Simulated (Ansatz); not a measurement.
# AlSi8NO16: the cost of one run

All numbers below are computed with Ansatz 0.2.0 (DFT PBE, scalar-relativistic, plane waves, PAW).

## Step 1: The system as given

The cell holds 26 atoms (AlNO16Si8): a = 7.638 Å, b = 7.315 Å, c = 6.863 Å, α = 90.60°, β = 91.32°, γ = 92.31°.

It is the last frame of an earlier stage of the same melt, run at 2880 K.

As a file:

```cif
data_structure
_symmetry_space_group_name_H-M 'P 1'
_symmetry_Int_Tables_number 1
_cell_length_a 7.6381
_cell_length_b 7.3150
_cell_length_c 6.8629
_cell_angle_alpha 90.603
_cell_angle_beta 91.317
_cell_angle_gamma 92.314
_cell_volume 383.01
loop_
_atom_site_label
_atom_site_type_symbol
_atom_site_fract_x
_atom_site_fract_y
_atom_site_fract_z
_atom_site_occupancy
Al1 Al 0.44883 0.67712 0.72194 1
N1 N 0.49865 0.41900 0.75864 1
Si1 Si 0.65975 0.64029 0.34854 1
Si2 Si 0.72539 0.40741 0.58930 1
Si3 Si 0.96380 0.72251 0.72575 1
Si4 Si 0.25783 0.51019 0.26871 1
Si5 Si 0.33083 0.95945 0.11497 1
Si6 Si 0.02782 0.04644 0.93909 1
Si7 Si 0.90531 0.08206 0.50853 1
Si8 Si 0.71327 0.00374 0.13491 1
O1 O 0.50851 0.47978 0.27051 1
O2 O 0.24601 0.82156 0.24498 1
O3 O 0.24902 0.57881 0.55815 1
O4 O 0.54235 0.03225 0.24194 1
O5 O 0.06883 0.14213 0.71150 1
O6 O 0.44130 0.85989 0.93308 1
O7 O 0.82364 0.51242 0.40333 1
O8 O 0.74248 0.78739 0.20679 1
O9 O 0.82373 0.57921 0.77086 1
O10 O 0.45126 0.25184 0.79567 1
O11 O 0.80833 0.09994 0.97205 1
O12 O 0.03911 0.82014 0.93661 1
O13 O 0.20819 0.12736 0.02763 1
O14 O 0.60204 0.73202 0.52375 1
O15 O 0.73486 0.19935 0.60412 1
O16 O 0.96249 0.84856 0.52898 1
```

## Step 2: Dynamics at 1600 K

One k point, a Fermi-Dirac width of 0.138 eV and a fixed cell.

input.yaml reads:

```yaml
crystal:
  lattice:
    - [7.636161, -0.15111, -0.083526]
    - [-0.15111, 7.313301, -0.03818]
    - [-0.083526, -0.03818, 6.862245]
  atoms:
    - { symbol: Al, position: [0.4488306866, 0.6771225374, 0.7219373987] }
    - { symbol: "N", position: [0.4986471228, 0.4189967352, 0.7586380704] }
    - { symbol: Si, position: [0.6597484855, 0.6402892244, 0.3485435764] }
    - { symbol: Si, position: [0.7253936217, 0.4074148464, 0.5893023937] }
    - { symbol: Si, position: [0.9637955392, 0.7225071757, 0.725751556] }
    - { symbol: Si, position: [0.2578279829, 0.510185056, 0.2687074031] }
    - { symbol: Si, position: [0.3308280692, 0.9594543231, 0.11497195] }
    - { symbol: Si, position: [0.0278195966, 0.046437394, 0.9390876519] }
    - { symbol: Si, position: [0.9053080356, 0.0820639066, 0.5085339781] }
    - { symbol: Si, position: [0.7132744542, 0.0037404337, 0.1349052212] }
    - { symbol: O, position: [0.5085121636, 0.4797842188, 0.2705093053] }
    - { symbol: O, position: [0.2460137716, 0.8215591912, 0.2449768403] }
    - { symbol: O, position: [0.2490182043, 0.5788084205, 0.5581479968] }
    - { symbol: O, position: [0.5423523311, 0.0322468744, 0.2419426229] }
    - { symbol: O, position: [0.0688328574, 0.1421306738, 0.7115037835] }
    - { symbol: O, position: [0.4412991912, 0.8598895975, 0.9330766501] }
    - { symbol: O, position: [0.8236448349, 0.512419804, 0.4033306614] }
    - { symbol: O, position: [0.7424780442, 0.7873901985, 0.206792796] }
    - { symbol: O, position: [0.8237293142, 0.5792066335, 0.7708607769] }
    - { symbol: O, position: [0.4512628209, 0.2518380144, 0.7956740028] }
    - { symbol: O, position: [0.8083267961, 0.0999429105, 0.9720525552] }
    - { symbol: O, position: [0.0391140049, 0.8201379757, 0.9366097724] }
    - { symbol: O, position: [0.2081853132, 0.1273562709, 0.0276284137] }
    - { symbol: O, position: [0.6020366187, 0.7320153764, 0.5237473233] }
    - { symbol: O, position: [0.7348551227, 0.1993496318, 0.6041174409] }
    - { symbol: O, position: [0.9624936714, 0.8485613942, 0.528980572] }
  symmetry: { detect: false }
basis:
  ecutwfc: 420
  xc_grid: 1
kpoints:
  mp_grid: { grid: [1, 1, 1], shift: [0.25, 0.25, 0.25] }
hamiltonian:
  xc: pbe
scf:
  occupations: { method: fermi_dirac, width: 0.1379 }
  lower_state_search: "off"
  convergence: { dr2_threshold: 1.0e-05 }
output:
  forces: true
  stress: true
md:
  timestep: 2.0
  n_steps: 113
  ensemble: nvt_langevin
  friction: 0.03
  temperature: 1600.0
  initial_velocities: maxwell_boltzmann
  seed: 75545
```

Launch:

```console
$ ansatz run input.yaml --threads 2 --pin off --max-ram 5120MiB --backend cpu --events-out ev --progress --plain --runs-dir out
```

**Question.** How long does this run take on 2 threads of Arm Neoverse V2, shared host, and how much memory does it need?

About 3.8 min, with a peak of 0.72 GiB.
